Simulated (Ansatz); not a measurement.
Li2Pt, space group P6/mmm, relaxations under a series of pressures

Computed with Ansatz's Python interface.

At the Python prompt:
```pycon
>>> import ansatz as az
>>> import numpy as np
>>> def edges_and_angles(cell):
...     cell = np.asarray(cell)
...     a, b, c = np.linalg.norm(cell, axis=1)
...     cosines = cell[1] @ cell[2] / (b * c), cell[0] @ cell[2] / (a * c), cell[0] @ cell[1] / (a * b)
...     return (a, b, c, *np.degrees(np.arccos(cosines)))
...
>>> structure = (
...     az.Lattice.of((4.186, 0.0, 0.0), (-2.093, 3.625182, 0.0), (0.0, 0.0, 2.661))
...     .atom("Li", (1 / 3, 2 / 3, 0.5))
...     .atom("Li", (2 / 3, 1 / 3, 0.5))
...     .atom("Pt", (0.0, 0.0, 0.0))
... )
>>> job = (
...     structure.calculation()
...     .functional("lda")
...     .pseudopotentials("paw")
...     .basis(470)
...     .kpoints(spacing=0.2)
...     .occupations("gaussian", width=0.15)
... )
>>> rows = []
>>> for pressure in [0, 5, 10, 20]:
...     outcome = job.relax(cell=True, pressure=pressure).run()
...     cell = outcome.lattice.cell_ang
...     n_atoms = len(outcome.lattice.sites)
...     volume = abs(np.linalg.det(cell)) / n_atoms
...     enthalpy = outcome.report["free_energy_ev"] / n_atoms + pressure * volume / 160.21766
...     rows.append((pressure, volume, enthalpy, *edges_and_angles(cell)))
...     print(f"{pressure} GPa done: {volume:.4f} A^3/atom")
...
0 GPa done: 12.6187 A^3/atom
5 GPa done: 11.8668 A^3/atom
10 GPa done: 11.2931 A^3/atom
20 GPa done: 10.4266 A^3/atom
>>> print(" P (GPa)  V (A^3/atom)  H (eV/atom)     a       b       c")
 P (GPa)  V (A^3/atom)  H (eV/atom)     a       b       c
>>> for row in rows:
...     print("{:8.1f} {:12.4f} {:14.5f} {:7.4f} {:7.4f} {:7.4f}".format(*row[:6]))
...
     0.0      12.6187    -4216.61706  4.0785  4.0785  2.6279
     5.0      11.8668    -4216.23563  3.9649  3.9649  2.6149
    10.0      11.2931    -4215.87471  3.8755  3.8755  2.6047
    20.0      10.4266    -4215.19855  3.7323  3.7323  2.5928
>>> p, v = np.array([row[0] for row in rows], float), np.array([row[1] for row in rows])
>>> print("mean bulk modulus between rows (GPa):", np.round(-np.diff(p) / np.diff(np.log(v)), 1))
mean bulk modulus between rows (GPa): [ 81.4 100.9 125.3]
```

The volume falls from 12.62 Å³ an atom at 0 GPa to 10.43 at 20 GPa, by 17.4 %. Between 0 and 5 GPa, -V dP/dV is about 81 GPa, a mean over that step.

Caveats:
- Total energies depend on the potentials; only differences at equal settings carry meaning.
- At a fixed pressure a relaxation lowers the enthalpy F + PV, while F alone can rise.
- Spin-orbit coupling, which matters for elements this heavy, is left out.
- The starting cell is as deposited in a crystallographic database; the results hold for this polymorph, which needn't be the stable one.
- Symmetry holds the cell in this phase, whether or not it is the stable one at each pressure.
- It ran for 59 s on 1 thread of Arm Neoverse V2, on a shared host, peak memory 0.42 GiB.
